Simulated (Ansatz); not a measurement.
# CH₃CdClS: a ladder of functionals and wavefunction methods

One table from this session's results is given with a row withheld; the runs are named, their logs left out.

The runs use Ansatz 0.2.0, Gaussian basis; functionals in def2-TZVPP, the program's frozen cores in correlated methods.

Levels to be run: LDA (SPW92), PBE-D4, revPBE-D4, BLYP-D4, r2SCAN-D4, B97M-V, PBE0-D4, B3LYP-D4, r2SCANh-D4, r2SCAN0-D4, HSE06-D4, BHLYP-D4, CAM-B3LYP-D4, LC-ωPBE, ωB97X-V, ωB97M-V, B2PLYP, PBE-QIDH; CCSD(T)/def2-SVP; CCSD(T)/def2-TZVPP; CCSD(T)/def2-QZVPP; extrapolation to the limit; RPA on PBE.

## The relaxed structure

The geometry comes from an earlier relaxation with PBE0-D4 in a triple-zeta def2 set; it is a stationary point, not always the lowest conformer. Cd takes the def2 core potential; no spin-orbit term is included.

SMILES `C[S][Cd][Cl]`, 7 atoms, charge 0, spin multiplicity 1.

Atoms are counted from 1 here; the program's logs count them from 0.

Bond lengths: C1–S2 1.822 Å, C1–H5 1.089 Å, C1–H6 1.090 Å, C1–H7 1.089 Å, S2–Cd3 2.324 Å, Cd3–Cl4 2.283 Å. Angles: S2–C1–H5 112.0°, S2–C1–H6 105.8°, S2–C1–H7 112.0°, H5–C1–H6 108.4°, H5–C1–H7 110.1°, H6–C1–H7 108.4°, C1–S2–Cd3 102.8°, S2–Cd3–Cl4 179.1°.

The first run:

Contents of in.yaml:

```yaml
crystal:
  periodic: [false, false, false]
  atoms:
    - {symbol: C, position_ang: [-0.240374, 1.241963, -0.133888]}
    - {symbol: S, position_ang: [0.954504, 0.342752, 0.906768]}
    - {symbol: Cd, position_ang: [0.540858, -1.879347, 0.366287]}
    - {symbol: Cl, position_ang: [0.160810, -4.072221, -0.140982]}
    - {symbol: H, position_ang: [-1.269778, 0.986830, 0.112806]}
    - {symbol: H, position_ang: [-0.086438, 2.299217, 0.084492]}
    - {symbol: H, position_ang: [-0.059591, 1.080818, -1.195482]}
basis:
  gaussian: {orbitals: def2-TZVPP}
hamiltonian: {xc: lda}
output: {orbitals: {seedname: orbitals}}
```

Started as:

```bash
> ansatz run in.yaml --threads 2 --pin off --events-out ev --progress --plain --max-ram 32768MiB --backend cpu
```

Among the steps run: LDA; PBE-D4 (GGA); revPBE-D4 (GGA); BLYP-D4 (GGA); r2SCAN-D4 (meta-GGA); B97M-V (meta-GGA); PBE0-D4 (hybrid); B3LYP-D4 (hybrid); r2SCANh-D4 (hybrid); r2SCAN0-D4 (hybrid); HSE06-D4 (hybrid); BHLYP-D4 (hybrid); CAM-B3LYP-D4 (range-separated); LC-ωPBE (range-separated); ωB97X-V (range-separated); ωB97M-V (range-separated); B2PLYP (double hybrid); PBE-QIDH (double hybrid).

One table of the session follows, with a row left open; its other results are not shown here.

It belongs to the step «Orbital energies across the functionals». 

```
  functional  HOMO (eV)  LUMO (eV)  gap (eV)
 LDA (SPW92)      -5.97      -2.75      3.22
      PBE-D4      -5.81      -2.46      3.35
   revPBE-D4      -5.75      -2.35      3.40
     BLYP-D4          ?          ?         ?
   r2SCAN-D4      -6.05      -2.24      3.80
      B97M-V      -6.10      -2.34      3.76
     PBE0-D4      -6.98      -1.62      5.35
    B3LYP-D4      -6.76      -1.92      4.84
  r2SCANh-D4      -6.48      -1.94      4.54
  r2SCAN0-D4      -7.14      -1.49      5.64
    HSE06-D4      -6.58      -1.99      4.59
    BHLYP-D4      -8.01      -0.84      7.17
CAM-B3LYP-D4      -8.29      -0.73      7.55
     LC-ωPBE      -9.63       0.51     10.14
     ωB97X-V      -9.29       0.32      9.61
     ωB97M-V      -9.14       0.11      9.25
```

Estimate the missing values for BLYP-D4.

Worked estimate for «HOMO (eV)». Against the share of exact exchange, B3LYP-D4 (0.2, -6.76), BHLYP-D4 (0.5, -8.01) give a slope of -4.17 per unit share; at 0 the line stands at -5.93.

As computed: HOMO (eV): -5.66; LUMO (eV): -2.41; gap (eV): 3.25. In «HOMO (eV)» the line misses by -0.27.
